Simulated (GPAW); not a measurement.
# HfIn4SiO6 (P1) in GPAW: reference runs

Aim: a first look at HfIn4SiO6 with PBE, on the cell as given.

Everything below comes from runs of GPAW 26.7.0. Logs are shortened: lines on timing, memory, paths and dates and some standing lists are left out, and cuts for length are marked. The log counts tension as positive stress, the text compression.

## 1. The structure

The typed cell holds 12 atoms: a = 5.699 Å, b = 6.149 Å, c = 7.308 Å, α = 98.49°, β = 111.85°, γ = 96.55°.

The cell was built by a generator and needn't be a form met in nature.

## 2. Single point, PBE

The input, run.py:

```python
from ase import Atoms
from ase.dft.bandgap import bandgap
from ase.io import write
from ase.units import Bohr, GPa
from ase.parallel import parprint
from gpaw import GPAW, PW
from gpaw.elf import elf_from_dft_calculation

atoms = Atoms(['Hf', 'In', 'In', 'In', 'In', 'Si', 'O', 'O', 'O', 'O', 'O', 'O'],
              cell=[[5.69867, 0.00381, 0.01559],
                    [-0.70506, 6.10815, -0.00575],
                    [-2.73718, -1.39557, 6.63076]],
              scaled_positions=[[0.11793, 0.01556, 0.13292],
                                [0.38842, 0.99901, 0.72891],
                                [0.75865, 0.00842, 0.49586],
                                [0.23461, 0.48841, 0.533],
                                [0.59649, 0.48211, 0.20528],
                                [0.86778, 0.44029, 0.85544],
                                [0.55316, 0.38738, 0.7929],
                                [0.93454, 0.38483, 0.65596],
                                [0.98414, 0.26218, 0.00347],
                                [0.99083, 0.69806, 0.98452],
                                [0.08665, 0.06493, 0.39374],
                                [0.4868, 0.10883, 0.21799]],
              pbc=True)

calc = GPAW(mode=PW(800),
            xc='PBE',
            kpts={'size': (5, 5, 4), 'gamma': True},
            occupations={'name': 'fermi-dirac', 'width': 0.05},
            nbands=83,
            convergence={'density': 1e-05, 'energy': 1e-05},
            maxiter=150,
            txt='gpaw.txt')
atoms.calc = calc
energy = atoms.get_potential_energy()
forces = atoms.get_forces()
stress = atoms.get_stress()
calc.write('gs.gpw')
write('result.traj', atoms)
parprint(f'Energy: {energy:.6f} eV')
parprint('Forces (eV/A):')
parprint(forces.round(4))
parprint('Stress (GPa):', (stress / GPa).round(3))
parprint('Fermi level:', round(calc.get_fermi_level(), 4), 'eV')
parprint(f'Gap: {bandgap(calc)[0]:.4f} eV, direct: {bandgap(calc, direct=True)[0]:.4f} eV')

# fields on the real-space grid
write('density.cube', atoms, data=calc.get_pseudo_density() * Bohr**3)
write('potential.cube', atoms, data=calc.get_electrostatic_potential())
write('elf.cube', atoms, data=elf_from_dft_calculation(calc).data)
```

Potentials or basis: GPAW PAW data sets (gpaw-data 1.2.1), pw.

On the command line:

```console
$ OMP_NUM_THREADS=1 mpirun -n 4 gpaw python run.py
```

gpaw.txt:

```text
__  _  _
 | _ |_)|_||  |
 |__||  | ||/\| - 26.7.0

Input parameters:
  mode=PW(ecut=800.0),
  convergence={'density': 1e-05, 'energy': 1e-05},
  kpts=MonkhorstPack(size=(5, 5, 4), gamma=True),
  maxiter=150,
  nbands=83,
  occupations=Occupations(name='fermi-dirac', width=0.05),
  xc=XC(name='PBE')

Diagonalizing LCAO Hamiltonian
Converting LCAO to pw mode

                 O
           In
                Si
            O
         In       O

                In
        O        In
               O
          Hf            O

Atoms  # Å, Bohr magnetons
|    | symbol |         x |         y |        z |    initial magnetic moments |
|----|--------|-----------|-----------|----------|-----------------------------|
|  0 |     Hf |  0.297247 | -0.090007 | 0.883110 | ( 0.0000,  0.0000,  0.0000) |
|  1 |     In | -0.486042 |  5.086338 | 4.833538 | ( 0.0000,  0.0000,  0.0000) |
|  2 |     In |  2.960101 | -0.637686 | 3.299708 | ( 0.0000,  0.0000,  0.0000) |
|  3 |     In | -0.466310 |  2.240337 | 3.535044 | ( 0.0000,  0.0000,  0.0000) |
|  4 |     In |  2.497395 |  2.660590 | 1.367690 | ( 0.0000,  0.0000,  0.0000) |
|  5 |     Si |  2.293268 |  1.498837 | 5.683214 | ( 0.0000,  0.0000,  0.0000) |
|  6 |      O |  0.708840 |  1.261735 | 5.263926 | ( 0.0000,  0.0000,  0.0000) |
|  7 |      O |  3.258826 |  1.438722 | 4.361870 | ( 0.0000,  0.0000,  0.0000) |
|  8 |      O |  5.413938 |  1.600342 | 0.036844 | ( 0.0000,  0.0000,  0.0000) |
|  9 |      O |  2.459431 |  2.893664 | 6.539549 | ( 0.0000,  0.0000,  0.0000) |
| 10 |      O | -0.629727 | -0.152559 | 2.611773 | ( 0.0000,  0.0000,  0.0000) |
| 11 |      O |  2.100703 |  0.362384 | 1.452403 | ( 0.0000,  0.0000,  0.0000) |

Unit cell  # Å
| periodic |         x |         y |         z |  lengths |     angles |
|----------|-----------|-----------|-----------|----------|------------|
|      yes |  5.698670 |  0.003810 |  0.015590 | 5.698693 |  98.488173 |
|      yes | -0.705060 |  6.108150 | -0.005750 | 6.148710 | 111.850750 |
|      yes | -2.737180 | -1.395570 |  6.630760 | 7.307992 |  96.546289 |

Number of symmetries: 1
Symmetry operations  # r_c * U_cc + t_c -> r_c
|   | kind |            matrix            |
|---|------|------------------------------|
| 0 |  E   |  1, 0, 0,  0, 1, 0,  0, 0, 1 |

BZ-sampling:
  Number of BZ points: 100
  Number of IBZ points: 51

  Monkhorst-Pack size: [5, 5, 4]
  Monkhorst-Pack shift: [0.0, 0.0, 0.125]

K-points  # in reciprocal-cell coordinates
|     |                                coordinates |     weight |
|-----|--------------------------------------------|------------|
|   0 | (  0.00000000,   0.00000000,   0.00000000) | 0.01000000 |
|   1 | (  0.00000000,   0.00000000,   0.25000000) | 0.02000000 |
|   2 | (  0.00000000,   0.00000000,   0.50000000) | 0.01000000 |
|   3 | (  0.00000000,   0.20000000,  -0.25000000) | 0.02000000 |
|   4 | (  0.00000000,   0.20000000,   0.00000000) | 0.02000000 |
|   5 | (  0.00000000,   0.20000000,   0.25000000) | 0.02000000 |
|   6 | (  0.00000000,   0.20000000,   0.50000000) | 0.02000000 |
|   7 | (  0.00000000,   0.40000000,  -0.25000000) | 0.02000000 |
|   8 | (  0.00000000,   0.40000000,   0.00000000) | 0.02000000 |
|   9 | (  0.00000000,   0.40000000,   0.25000000) | 0.02000000 |
| ... |                                            |            |
|  50 | (  0.40000000,   0.40000000,   0.50000000) | 0.02000000 |

Plane wave coefficients: 11896
Cutoff: 800.0 eV

Spin-components: 1 (collinear spins)
Bands:           83
Projectors:      65
Spin-degeneracy: 2
Datatype:        complex128

Parallelization:
[... 101 lines left out ...]
    projectors
    | kind |    occ | energy [eV] | rcut [Å] |
    |------|--------|-------------|----------|
    |   2s |  2.000 |     -23.961 |    0.688 |
    |   2p |  4.000 |      -9.029 |    0.598 |
    |    s |        |       3.251 |    0.688 |
    |    p |        |      18.182 |    0.598 |
    |    d |        |       0.000 |    0.619 |

    Using partial waves for O as LCAO basis

Reference energy: -1069919.251973  # eV

eigensolver:
  PPCG
  Converge bands: occupied
  niter=2

density mixing:
  MSR1-Mixer
  Pratt-step length: 0.05
  Maximum mixing coefficient: 0.75
  Old densities: 10
  SVD Regularization: 0.005
  Good broyden scale: 1.0
  Trust region scale: 1.0
  Backstep threshold: 4.0
  History deletion threshold: 6.0
  Fourier metric: weight=20.0, sigma=0.015

occupation numbers:
  Fermi-Dirac:
    width: 0.0500  # eV

poisson solver:
  ecut: 6400.0  # eV

xc functional:
  name: PBE with 2 nearest neighbor stencil

convergence criteria:
- Maximum integral of absolute [dens]ity change: 1e-05 electrons / valence electron
- Maximum [total energy] change in last 3 cyles: 1e-05 eV / valence electron
- Maximum integral of absolute [eigenst]ate change: 4e-08 eV^2 / valence electron
maximum number of iterations: 150

SCF iterations
|iter     | |      energy | eigst |  dens |
|---------|-|-------------|-------|-------|
|iter:   1| |  -88.031903 | +0.29 |       |
|iter:   2| |  -84.760066 | -1.20 | -0.94 |
|iter:   3| |  -76.834506 | -0.64 | -1.00 |
|iter:   4| |  -76.788912 | -2.11 | -1.50 |
|iter:   5| |  -76.820163 | -2.73 | -1.75 |
|iter:   6| |  -76.821323 | -3.20 | -2.20 |
|iter:   7| |  -76.818833 | -4.03 | -2.66 |
|iter:   8| |  -76.819063 | -5.01 | -3.02 |
|iter:   9| |  -76.819047c| -5.70 | -3.53 |
|iter:  10| |  -76.819048c| -6.72 | -3.93 |
|iter:  11| |  -76.819048c| -7.37 | -4.33 |
|iter:  12| |  -76.819048c| -8.05c| -4.67 |
|iter:  13| |  -76.819048c| -8.35c| -5.08c|

Converged in 13 steps
Energy contributions relative to reference atoms: (reference = -1069919.251973)

Energy contributions:
  Kinetic:         125.228664
  Coulomb:        -127.046427
  Zero:              1.648518
  External:          0.000000
  Xc:              -76.649797
  Entropy:          -0.000013
  Spinorbit:         0.000000
  ----------------------------
  Free energy:     -76.819055
  Extrapolated:    -76.819048

dipole moment: (31.779787, -24.506505, -6.532901)  # |e|*Ang

Fermi level: 5.151
Eigenvalues  # (at kpt = [0.000, 0.000, 0.000])
| band index |      eig [eV] | occ [0-2] |
|------------|---------------|-----------|
|          0 |       -57.550 |     2.000 |
|        ... |               |           |
|         44 |         1.132 |     2.000 |
|         45 |         1.307 |     2.000 |
|         46 |         1.488 |     2.000 |
|         47 |         1.704 |     2.000 |
|         48 |         2.048 |     2.000 |
|         49 |         2.796 |     2.000 |
[... 8 lines left out ...]
|         58 |         8.750 |     0.000 |
|         59 |         8.763 |     0.000 |
|        ... |               |           |
|         82 |        16.836 |     0.000 |

Gap: 0.873 eV
Transition (v -> c):
  (s=0, k=0, n=51, [0.00, 0.00, 0.00]) -> (s=0, k=30, n=52, [0.20, 0.40, 0.50])
Direct/indirect transitions are different
Direct gap: 1.148 eV
Transition at: (s=0, k=0, n=51, [0.00, 0.00, 0.00])

Forces  # eV/Ang
|        x |        y |        z |
|----------|----------|----------|
| -0.07262 | -0.06686 | -0.13206 |  # Hf   0
|  0.01285 |  0.00808 | -0.02460 |  # In   1
|  0.01889 |  0.03535 | -0.02354 |  # In   2
| -0.01529 | -0.01385 |  0.03109 |  # In   3
| -0.00495 | -0.02126 |  0.01150 |  # In   4
|  0.00129 | -0.00108 |  0.02558 |  # Si   5
| -0.32366 | -0.05054 | -0.10820 |  # O    6
|  0.22759 | -0.02413 | -0.30005 |  # O    7
|  0.01673 | -0.08171 |  0.09519 |  # O    8
|  0.02326 |  0.14955 |  0.09311 |  # O    9
| -0.14742 | -0.00826 |  0.22380 |  # O   10
|  0.26317 |  0.07447 |  0.10713 |  # O   11

Stress tensor  # eV/Ang^3
|         x |         y |         z |
|-----------|-----------|-----------|
| -0.003739 | -0.000119 |  0.000129 |
| -0.000119 | -0.003517 | -0.000275 |
|  0.000129 | -0.000275 | -0.004059 |

# Writing to gs.gpw (mode='')
```

stdout:

```text
Energy: -76.819048 eV
Forces (eV/A):
[[-0.0726 -0.0669 -0.1321]
 [ 0.0129  0.0081 -0.0246]
 [ 0.0189  0.0354 -0.0235]
 [-0.0153 -0.0139  0.0311]
 [-0.0049 -0.0213  0.0115]
 [ 0.0013 -0.0011  0.0256]
 [-0.3237 -0.0505 -0.1082]
 [ 0.2276 -0.0241 -0.3001]
 [ 0.0167 -0.0817  0.0952]
 [ 0.0233  0.1496  0.0931]
 [-0.1474 -0.0083  0.2238]
 [ 0.2632  0.0745  0.1071]]
Stress (GPa): [-0.599 -0.564 -0.65  -0.044  0.021 -0.019]
Fermi level: 5.1511 eV
Gap: 0.8731 eV, direct: 1.1476 eV
```

Wall time 3.1 min (4 MPI ranks of Intel Xeon 6975P-C (Granite Rapids), shared host); peak memory 0.61 GiB.

Results:

* Free energy: -76.8191 eV
* Pressure: 0.6 GPa
* Largest force: 0.377 eV/Å
* Band gap on the k mesh: 0.87 eV, indirect (least direct gap 1.15 eV)

Forces on the atoms (eV/Å):
```
Hf  -0.073 -0.067 -0.132
In   0.013  0.008 -0.025
In   0.019  0.035 -0.024
In  -0.015 -0.014  0.031
In  -0.005 -0.021  0.012
Si   0.001 -0.001  0.026
O   -0.324 -0.051 -0.108
O    0.228 -0.024 -0.300
O    0.017 -0.082  0.095
O    0.023  0.150  0.093
O   -0.147 -0.008  0.224
O    0.263  0.074  0.107
```

Caveat: spin-orbit coupling is left out, which moves the levels of the heavy elements; an odd mesh through Γ misses points on the zone boundary, where band edges often lie.
